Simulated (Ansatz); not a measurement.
**C4H9ClFGa: a ladder of functionals and wavefunction methods**

An exercise on one series of results from a longer session: the logs are not shown, and one member is left open.

Program: Ansatz 0.2.0, Gaussian basis. Level of theory: functionals in def2-TZVPP, the program's frozen cores in correlated methods. These are calculated values, not measurements.

Plan: LDA (SPW92), PBE-D4, revPBE-D4, BLYP-D4, r2SCAN-D4, B97M-V, PBE0-D4, B3LYP-D4, r2SCANh-D4, r2SCAN0-D4, HSE06-D4, BHLYP-D4, CAM-B3LYP-D4, LC-ωPBE, ωB97X-V, ωB97M-V, B2PLYP, PBE-QIDH; CCSD(T)/def2-SVP; CCSD(T)/def2-TZVPP; MP2/def2-QZVPP; extrapolation to the limit; RPA on PBE.

## The relaxed structure

An earlier PBE0-D4 in a triple-zeta def2 set relaxation fixed the geometry.

SMILES `C[C](C)(C)[Ga]([F])[Cl]`, 16 atoms, charge 0, spin multiplicity 1.

Atoms are counted from 1 here; the program's logs count them from 0.

Bond lengths: C1–C2 1.526 Å, C1–H8 1.098 Å, C1–H9 1.093 Å, C1–H10 1.093 Å, C2–C3 1.522 Å, C2–C4 1.527 Å, C2–Ga5 1.979 Å, C3–H11 1.093 Å, C3–H12 1.097 Å, C3–H13 1.093 Å, C4–H14 1.094 Å, C4–H15 1.098 Å, C4–H16 1.093 Å, Ga5–F6 1.756 Å, Ga5–Cl7 2.140 Å. Angles: C2–C1–H8 109.3°, C2–C1–H9 112.2°, C2–C1–H10 112.3°, H8–C1–H9 107.6°, H8–C1–H10 107.2°, H9–C1–H10 108.1°, C1–C2–C3 110.7°, C1–C2–C4 109.8°, C1–C2–Ga5 108.1°, C3–C2–C4 110.5°, C3–C2–Ga5 110.1°, C4–C2–Ga5 107.6°, C2–C3–H11 112.2°, C2–C3–H12 109.5°, C2–C3–H13 112.2°, H11–C3–H12 107.6°, H11–C3–H13 107.6°, H12–C3–H13 107.5° and more.

The first run:

in.yaml

```yaml
crystal:
  periodic: [false, false, false]
  atoms:
    - {symbol: C, position_ang: [0.467489, 0.604587, 1.348249]}
    - {symbol: C, position_ang: [0.016103, -0.044025, 0.042311]}
    - {symbol: C, position_ang: [1.067725, -1.021531, -0.464016]}
    - {symbol: C, position_ang: [-1.318378, -0.756775, 0.252415]}
    - {symbol: Ga, position_ang: [-0.274277, 1.390975, -1.289140]}
    - {symbol: F, position_ang: [-1.320726, 2.752629, -0.923415]}
    - {symbol: Cl, position_ang: [0.552250, 1.517698, -3.259261]}
    - {symbol: H, position_ang: [0.583658, -0.169932, 2.117309]}
    - {symbol: H, position_ang: [-0.258581, 1.331771, 1.719739]}
    - {symbol: H, position_ang: [1.432723, 1.108649, 1.248547]}
    - {symbol: H, position_ang: [0.774117, -1.492582, -1.405185]}
    - {symbol: H, position_ang: [1.212257, -1.819334, 0.275498]}
    - {symbol: H, position_ang: [2.036000, -0.540457, -0.622607]}
    - {symbol: H, position_ang: [-1.673662, -1.249369, -0.657008]}
    - {symbol: H, position_ang: [-1.196651, -1.535634, 1.016308]}
    - {symbol: H, position_ang: [-2.100056, -0.076640, 0.600266]}
basis:
  gaussian: {orbitals: def2-TZVPP}
hamiltonian: {xc: lda}
output: {orbitals: {seedname: orbitals}}
```

Started as:

```
$ ansatz run in.yaml --threads 2 --pin off --events-out ev --progress --plain --max-ram 22528MiB --backend cuda --devices 0, --max-vram 18GiB
```

Among the steps run: LDA; PBE-D4 (GGA); revPBE-D4 (GGA); BLYP-D4 (GGA); r2SCAN-D4 (meta-GGA); B97M-V (meta-GGA); PBE0-D4 (hybrid); B3LYP-D4 (hybrid); r2SCANh-D4 (hybrid); r2SCAN0-D4 (hybrid); HSE06-D4 (hybrid); BHLYP-D4 (hybrid); CAM-B3LYP-D4 (range-separated); LC-ωPBE (range-separated); ωB97X-V (range-separated); ωB97M-V (range-separated); B2PLYP (double hybrid); PBE-QIDH (double hybrid).

One table of the session follows, with a row left open; its other results are not shown here.

It belongs to the step «Frontier levels by functional». 

```
  functional  HOMO (eV)  gap (eV)
 LDA (SPW92)      -6.98      4.92
      PBE-D4      -6.81      5.08
   revPBE-D4      -6.74      5.17
     BLYP-D4          ?         ?
   r2SCAN-D4      -7.04      5.54
      B97M-V      -7.12      5.42
     PBE0-D4      -7.98      7.06
    B3LYP-D4      -7.81      6.60
  r2SCANh-D4      -7.48      6.26
  r2SCAN0-D4      -8.14      7.34
    HSE06-D4      -7.59      6.29
    BHLYP-D4      -9.09      8.91
CAM-B3LYP-D4      -9.31      9.27
     LC-ωPBE     -10.56     11.76
     ωB97X-V     -10.23     11.24
     ωB97M-V     -10.11     10.87
```

Q: Estimate the row for BLYP-D4 from the others.

Worked estimate for «HOMO (eV)». Against the share of exact exchange, B3LYP-D4 (0.2, -7.81), BHLYP-D4 (0.5, -9.09) give a slope of -4.27 per unit share; at 0 the line stands at -6.96.

**Answer.** HOMO (eV): -6.71; gap (eV): 5.03. In «HOMO (eV)» the line misses by -0.25.
